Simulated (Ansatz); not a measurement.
# La2NiO4: the cost of one run

Program: Ansatz 0.2.0. Level of theory: DFT PBEsol+U (U = 3 eV, J = 0.9 eV on Ni d), plane waves, PAW, no spin–orbit coupling unless a run says so. These are calculated values, not measurements.

## 1. The system as given

The structure is tetragonal, space group I4/mmm (No. 139). Conventional cell: a = 3.876 Å, b = 3.876 Å, c = 12.683 Å, α = 90.00°, β = 90.00°, γ = 90.00°. Around La (site symmetry 4mm) lie 5 O at 2.32 to 2.61 Å. Ni (site symmetry 4/mmm) is surrounded by 6 O at 1.94 to 2.28 Å. O (site symmetry mmm) has 2 Ni at 1.94 Å and 4 La at 2.61 Å as nearest neighbours. Around O (site symmetry 4mm) lie 1 Ni at 2.28 Å and 1 La at 2.32 Å.

Structure file:

```cif
data_structure
_symmetry_space_group_name_H-M 'P 1'
_symmetry_Int_Tables_number 1
_cell_length_a 6.9084
_cell_length_b 6.9084
_cell_length_c 6.9084
_cell_angle_alpha 147.417
_cell_angle_beta 147.417
_cell_angle_gamma 46.747
_cell_volume 95.27
loop_
_atom_site_label
_atom_site_type_symbol
_atom_site_fract_x
_atom_site_fract_y
_atom_site_fract_z
_atom_site_occupancy
La1 La 0.36250 0.36250 0.00000 1
La2 La 0.63750 0.63750 0.00000 1
Ni1 Ni 0.00000 0.00000 0.00000 1
O1 O 0.50000 0.00000 0.50000 1
O2 O 0.00000 0.50000 0.50000 1
O3 O 0.17970 0.17970 0.00000 1
O4 O 0.82030 0.82030 0.00000 1
```

An earlier series on this cell reached its lowest free state from «ferromagnetic start, free, symmetry kept, no search», perhaps among other starts.

## 2. Site moments held (series factor 0.95; the input gives the size)

File input.yaml:

```yaml
crystal:
  lattice:
    - [-1.93799974, 1.93799974, 6.34149914]
    - [1.93799974, -1.93799974, 6.34149914]
    - [1.93799974, 1.93799974, -6.34149914]
  atoms:
    - { symbol: La, position: [0.3625, 0.3625, 0.0] }
    - { symbol: La, position: [0.6375, 0.6375, 0.0] }
    - { symbol: Ni, position: [0.0, 0.0, 0.0], spin: 1.48 }
    - { symbol: O, position: [0.5, 0.0, 0.5] }
    - { symbol: O, position: [0.0, 0.5, 0.5] }
    - { symbol: O, position: [0.1797, 0.1797, 0.0] }
    - { symbol: O, position: [0.8203, 0.8203, 0.0] }
basis:
  ecutwfc: 420
  ecutrho_ratio: 4
kpoints:
  mp_grid: { grid: [7, 7, 7] }
hamiltonian:
  xc: pbesol
  hubbard:
    sites:
      - { site: 2, l: d, u: 3.0, j: 0.9, starting_ns: [{ spin: up, occupation_matrix: s2up }, { spin: down, occupation_matrix: s2down }] }
    occupation_matrices:
      s2up:
        matrix:
          - [0.97, 0.0, 0.0, 0.0, 0.0]
          - [0.0, 0.97, 0.0, 0.0, 0.0]
          - [0.0, 0.0, 0.97, 0.0, 0.0]
          - [0.0, 0.0, 0.0, 0.97, 0.0]
          - [0.0, 0.0, 0.0, 0.0, 0.97]
      s2down:
        matrix:
          - [0.02, 0.0, 0.0, 0.0, 0.0]
          - [0.0, 0.97, 0.0, 0.0, 0.0]
          - [0.0, 0.0, 0.97, 0.0, 0.0]
          - [0.0, 0.0, 0.0, 0.02, 0.0]
          - [0.0, 0.0, 0.0, 0.0, 0.97]
    ns_hold: { iters: 8 }
scf:
  occupations: { method: gaussian, width: 0.05 }
  lower_state_search: "off"
  max_iter: 150
output:
  forces: true
  stress: true
  eigenvalues: true
  populations: true
  hubbard: { sites: [{ site: 2, l: d }] }
magnetization:
  spin_polarized: true
  spin_locking: { lock_spins: true }
```

The typed matrices put 0.97 on the chosen orbitals and 0.02 on the others, and are held for 8 cycles. The lock stays on to the end, so the result is a constrained state.

Launch:

```sh
ansatz run input.yaml --threads 4 --pin off --max-ram 6144MiB --backend cpu --events-out ev --progress --plain --runs-dir out
```

**Question.** How long does this run take on 4 threads of Arm Neoverse V1, shared host, and how much memory does it need?

About 21 s, with a peak of 0.74 GiB.
